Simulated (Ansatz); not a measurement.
# Ge2Sb2Te5 (P-3m1) in Ansatz: relaxation of cell and atoms with LDA

Aim: the relaxation of cell and atoms of Ge2Sb2Te5 with LDA.

Everything below comes from runs of Ansatz 0.2.0. Logs are shortened: lines on timing, memory, paths and dates and some standing lists are left out, and cuts for length are marked.

**1. Starting point**

The structure is trigonal, space group P-3m1 (No. 164). The conventional cell has a = 4.294 Å, b = 4.294 Å, c = 17.101 Å, α = 90.00°, β = 90.00°, γ = 120.00°. Te (site symmetry 3m) has 3 Sb at 3.01 Å as nearest neighbours. Around Te (site symmetry 3m) lie 3 Ge at 3.00 Å and 3 Sb at 3.20 Å. Te (site symmetry -3m) is surrounded by 6 Ge at 3.04 Å. Around Sb (site symmetry 3m) lie 6 Te at 3.01 to 3.20 Å. Ge (site symmetry 3m) is surrounded by 6 Te at 3.00 to 3.04 Å.

The cell comes from a database or a generator and needn't be the stable form of this composition.

**2. Relaxation of cell and atoms, LDA**

File input.yaml:

```yaml
crystal:
  lattice:
    - [4.2940644248, 0.0, 0.0]
    - [-2.1470322124, 3.7187688774, 0.0]
    - [0.0, 0.0, 17.101346]
  atoms:
    - { symbol: Te, position: [0.6666666667, 0.3333333333, 0.419892] }
    - { symbol: Te, position: [0.3333333333, 0.6666666667, 0.580108] }
    - { symbol: Te, position: [0.3333333333, 0.6666666667, 0.201542] }
    - { symbol: Te, position: [0.6666666667, 0.3333333333, 0.798458] }
    - { symbol: Te, position: [0.0, 0.0, 0.0] }
    - { symbol: Sb, position: [0.0, 0.0, 0.320068] }
    - { symbol: Sb, position: [0.0, 0.0, 0.679932] }
    - { symbol: Ge, position: [0.6666666667, 0.3333333333, 0.102895] }
    - { symbol: Ge, position: [0.3333333333, 0.6666666667, 0.897105] }
hamiltonian:
  xc: lda
  pseudopotentials: { kind: paw }
kpoints:
  mp_grid: { grid: [7, 7, 2] }
scf:
  occupations: { method: fermi_dirac, width: 0.05 }
output:
  forces: true
  stress: true
  eigenvalues: true
relax:
  f_tol: 0.01
  max_steps: 40
  cell: { stress_tol: 0.05 }
```

Potentials or basis: Ansatz PAW.

Run with:

```sh
$ ansatz run input.yaml --threads 4 --pin off --max-ram 11264MiB --backend cpu --events-out ev --progress --plain --runs-dir out
```

Output:

```text
Warning: RAYON_NUM_THREADS=4 ignored (pool sized by the plan → 4); use --threads N
Engine: ansatz 0.2.0, aarch64-unknown-linux-gnu
Pseudopotentials: kind: paw
Pseudopotential: Te, paw, valence charge 16, recommended cutoff 420 eV (normal), Te.paw.azcp
Pseudopotential: Sb, paw, valence charge 15, recommended cutoff 420 eV (normal), Sb.paw.azcp
Pseudopotential: Ge, paw, valence charge 14, recommended cutoff 420 eV (normal), Ge.paw.azcp
Functional definition: SPW92
  exchange = slater_x
  correlation = pw_c
Crystal: 9 atoms, lattice volume = 273.085 Å³
Basis set: ecut = 420 eV, 5295 PW (Γ)
Bands: 83, of which v1, the nominal top of the filled ones, is band 69 counted from 1 (68 counted from 0)
Symmetry: 12 space group operations
Space group: P-3m1 (ITA 164), of the structure as read, at distance tolerance 6.5e-5 Å
k-points: 16 of 98
Non-local potential: Te, projectors of the file, l = 0: 2, l = 1: 2, l = 2: 2, l = 3: 2
Non-local potential: Sb, projectors of the file, l = 0: 2, l = 1: 2, l = 2: 2, l = 3: 2
Non-local potential: Ge, projectors of the file, l = 0: 2, l = 1: 2, l = 2: 3, l = 3: 1
[... 123 lines left out ...]
  max |Σ_I F_I| component: 4.63e-18 eV/Å
--- Stress (GPa, compression-positive) ---
        0.039428      -0.000000       0.000000
       -0.000000       0.039428       0.000000
        0.000000       0.000000       0.004201
  P = ⅓ Tr σ = 0.0277 GPa (0.277 kbar)
--- Band table (eV; the first three rows and the last of 16) ---
  k-point 0: bands = ["-27.1487", "-27.1487", "-27.1408", "-27.1408", "-27.1405", "-27.1387", "-27.1382", "-27.1382", "-27.1375", "-27.1375", "-26.9759", "-26.9759", "-26.9749", "-26.9749", "-26.9749", "-26.9749", "-26.9577", "-26.9577", "-26.9577", "-26.9577", "-26.9227", "-26.9227", "-26.9161", "-26.9161", "-26.9139", "-19.6430", "-19.6430", "-19.6430", "-19.6430", "-19.6383", "-19.6383", "-19.6364", "-19.6364", "-19.6364", "-19.6364", "-15.0692", "-15.0692", "-15.0676", "-15.0676", "-15.0604", "-15.0602", "-15.0602", "-15.0602", "-15.0588", "-15.0588", "-3.7237", "-3.3943", "-3.1659", "-2.1984", "-1.9253", "0.9997", "1.1031", "2.9949", "4.1482", "7.1125", "7.8046", "7.8046", "7.9154", "7.9154", "7.9410", "8.1435", "8.1435", "8.2817", "8.2817", "8.6011", "8.6011", "8.8884", "9.1709", "10.0635", "10.1325", "10.1325", "10.2407", "10.8950", "10.8950", "11.0353", "11.4131", "11.4131", "11.6456", "12.7285", "12.8317", "12.8317", "14.6593", "14.7670"]
  k-point 1: bands = ["-27.1487", "-27.1487", "-27.1408", "-27.1408", "-27.1405", "-27.1387", "-27.1382", "-27.1382", "-27.1375", "-27.1375", "-26.9759", "-26.9759", "-26.9749", "-26.9749", "-26.9749", "-26.9749", "-26.9577", "-26.9577", "-26.9577", "-26.9577", "-26.9227", "-26.9227", "-26.9161", "-26.9161", "-26.9139", "-19.6430", "-19.6430", "-19.6430", "-19.6430", "-19.6383", "-19.6383", "-19.6364", "-19.6364", "-19.6364", "-19.6364", "-15.0692", "-15.0692", "-15.0676", "-15.0676", "-15.0604", "-15.0602", "-15.0602", "-15.0602", "-15.0588", "-15.0588", "-3.6247", "-3.6111", "-2.8822", "-2.5636", "-1.6783", "0.5417", "1.7909", "2.5465", "4.3812", "6.9021", "7.8090", "7.8090", "7.9144", "7.9144", "8.0930", "8.0930", "8.2899", "8.4523", "8.4523", "8.4609", "8.4609", "8.5892", "9.3100", "9.8701", "10.3705", "10.3705", "10.4993", "10.4993", "10.5807", "10.7786", "11.6719", "11.6719", "11.7184", "12.7261", "12.7261", "12.7479", "14.6398", "14.7864"]
  k-point 2: bands = ["-27.1486", "-27.1485", "-27.1412", "-27.1403", "-27.1401", "-27.1393", "-27.1384", "-27.1379", "-27.1371", "-27.1371", "-26.9757", "-26.9757", "-26.9750", "-26.9750", "-26.9749", "-26.9749", "-26.9577", "-26.9577", "-26.9573", "-26.9573", "-26.9228", "-26.9224", "-26.9162", "-26.9160", "-26.9136", "-19.6438", "-19.6438", "-19.6424", "-19.6424", "-19.6378", "-19.6378", "-19.6366", "-19.6366", "-19.6360", "-19.6360", "-15.0699", "-15.0689", "-15.0682", "-15.0674", "-15.0605", "-15.0601", "-15.0599", "-15.0597", "-15.0589", "-15.0586", "-3.5288", "-3.2040", "-2.9849", "-2.0514", "-1.8006", "1.0536", "1.1225", "2.6856", "3.6822", "6.2175", "6.5900", "6.7435", "7.1869", "7.2252", "7.3369", "7.4370", "7.8549", "8.1915", "8.2776", "8.5427", "8.7436", "8.8134", "9.1735", "9.8243", "10.4829", "10.4975", "10.9941", "11.2162", "11.2703", "11.4494", "11.9757", "11.9769", "12.5441", "13.0348", "13.0530", "13.5010", "13.9720", "14.5645"]
  k-point 15: bands = ["-27.1488", "-27.1459", "-27.1442", "-27.1394", "-27.1393", "-27.1385", "-27.1376", "-27.1370", "-27.1369", "-27.1362", "-26.9755", "-26.9755", "-26.9753", "-26.9753", "-26.9747", "-26.9747", "-26.9568", "-26.9568", "-26.9561", "-26.9561", "-26.9224", "-26.9219", "-26.9162", "-26.9158", "-26.9125", "-19.6456", "-19.6456", "-19.6430", "-19.6430", "-19.6360", "-19.6360", "-19.6354", "-19.6354", "-19.6339", "-19.6339", "-15.0717", "-15.0704", "-15.0693", "-15.0678", "-15.0599", "-15.0598", "-15.0589", "-15.0585", "-15.0580", "-15.0573", "-1.7033", "-1.6626", "-1.4129", "-1.4033", "-1.2475", "0.1362", "0.1574", "1.2015", "1.2770", "4.5260", "4.5854", "4.9018", "4.9977", "5.1338", "5.7750", "5.8874", "6.2503", "6.3778", "7.1972", "7.4377", "8.2700", "8.5200", "8.7964", "9.0417", "10.8380", "11.0066", "11.6002", "11.6629", "12.4088", "12.5810", "13.5963", "13.8157", "13.8741", "14.7169", "14.7832", "14.8825", "14.9597", "15.1176"]
--- Relaxed structure (5 steps of the walk, 5 accepted, 1 SCFs on fresh bases) ---
  F+E_penalty+E_count = -55240.00030783 eV   max|allowed force component| = 1.379e-3 eV/Å   (the final SCF, on the basis selected at the relaxed cell)
  cell:  # Å, volume = 254.3784 Å³
    - [4.194667912868185, -2.3114651009838316e-32, 1.3596853535199007e-33]
    - [-2.0973339564340927, 3.6326889729832983, 7.585909104786092e-32]
    - [-5.415021150421145e-33, 3.086562055740053e-31, 16.693768476018416]
  atoms:
    - { symbol: Te, position: [0.6666666666666665, 0.33333333333333326, 0.42073990912980186] }
    - { symbol: Te, position: [0.33333333333333326, 0.6666666666666665, 0.5792600908701978] }
    - { symbol: Te, position: [0.33333333333333326, 0.6666666666666665, 0.19880982674114797] }
    - { symbol: Te, position: [0.6666666666666665, 0.33333333333333326, 0.8011901732588519] }
    - { symbol: Te, position: [4.042821515826288e-34, -3.8746181031040235e-34, -3.747564377955904e-19] }
    - { symbol: Sb, position: [2.498459833126107e-33, 3.0608523950634884e-33, 0.3180584813471239] }
    - { symbol: Sb, position: [-1.89678301534538e-34, -3.033039542343195e-33, 0.681941518652876] }
    - { symbol: Ge, position: [0.6666666666666665, 0.33333333333333326, 0.10056942381940896] }
    - { symbol: Ge, position: [0.33333333333333326, 0.6666666666666665, 0.8994305761805909] }
```

It took 28 s on 4 threads of Arm Neoverse V2, shared host; peak memory 0.97 GiB.

What came out:

```yaml
Free_energy: -55240.0003 eV
Relaxed_volume: 28.26 Å³/atom
Relaxed_cell: a = 4.195 Å, b = 4.195 Å, c = 16.694 Å, α = 90.00°, β = 90.00°, γ = 120.00°
Space_group_after_relaxing_to_0.05_Å: P-3m1 (No. 164)
Energy_gained_by_relaxing: 23.2 meV/atom
Ionic_steps: 6
Pressure_after_relaxing: 0.0 GPa
Band_gap_on_the_k_mesh: 0.07 eV, direct
```

Step by step:
| step | energy change (eV) | largest force (eV/Å) | volume (Å³) |
| --- | --- | --- | --- |
| 1 | 0.0000 | 0.2012 | 273.09 |
| 2 | -0.0929 | 0.3186 | 243.79 |
| 3 | -0.2107 | 0.0165 | 256.07 |
| 4 | -0.2128 | 0.0141 | 254.89 |
| 5 | -0.2131 | 0.0013 | 254.38 |
| 6 | -0.2089 | 0.0014 | 254.38 |

Final structure:
```cif
data_structure
_symmetry_space_group_name_H-M 'P 1'
_symmetry_Int_Tables_number 1
_cell_length_a 4.1947
_cell_length_b 4.1947
_cell_length_c 16.6938
_cell_angle_alpha 90.000
_cell_angle_beta 90.000
_cell_angle_gamma 120.000
_cell_volume 254.38
loop_
_atom_site_label
_atom_site_type_symbol
_atom_site_fract_x
_atom_site_fract_y
_atom_site_fract_z
_atom_site_occupancy
Te1 Te 0.66667 0.33333 0.42074 1
Te2 Te 0.33333 0.66667 0.57926 1
Te3 Te 0.33333 0.66667 0.19881 1
Te4 Te 0.66667 0.33333 0.80119 1
Te5 Te 0.00000 0.00000 0.00000 1
Sb1 Sb 0.00000 0.00000 0.31806 1
Sb2 Sb 0.00000 0.00000 0.68194 1
Ge1 Ge 0.66667 0.33333 0.10057 1
Ge2 Ge 0.33333 0.66667 0.89943 1
```

Levels at points of the mesh, in eV from the valence-band top:
| k point | band 66 | band 67 | band 68 | band 69 | band 70 | band 71 | band 72 | band 73 |
| --- | --- | --- | --- | --- | --- | --- | --- | --- |
| (0.00, 0.00, 0.00) | -1.46 | -1.18 | -0.89 | 0.00 | 0.07 | 0.07 | 0.18 | 0.83 |
| (0.00, 0.00, -0.50) | -1.60 | -1.47 | -0.75 | -0.19 | 0.31 | 0.31 | 0.44 | 0.44 |

Caveat: odd divisions of the mesh miss points on the zone boundary, where band edges often lie, so the gap on the mesh can be too wide; the plane-wave basis is chosen anew once the cell has moved, so the energies of steps on either side of that aren't comparable; spin-orbit coupling is left out, which moves the levels of the heavy elements; the PAW data sets come from PBE, with cores solved anew for the run's functional, which leaves a small shift of forces and pressure.
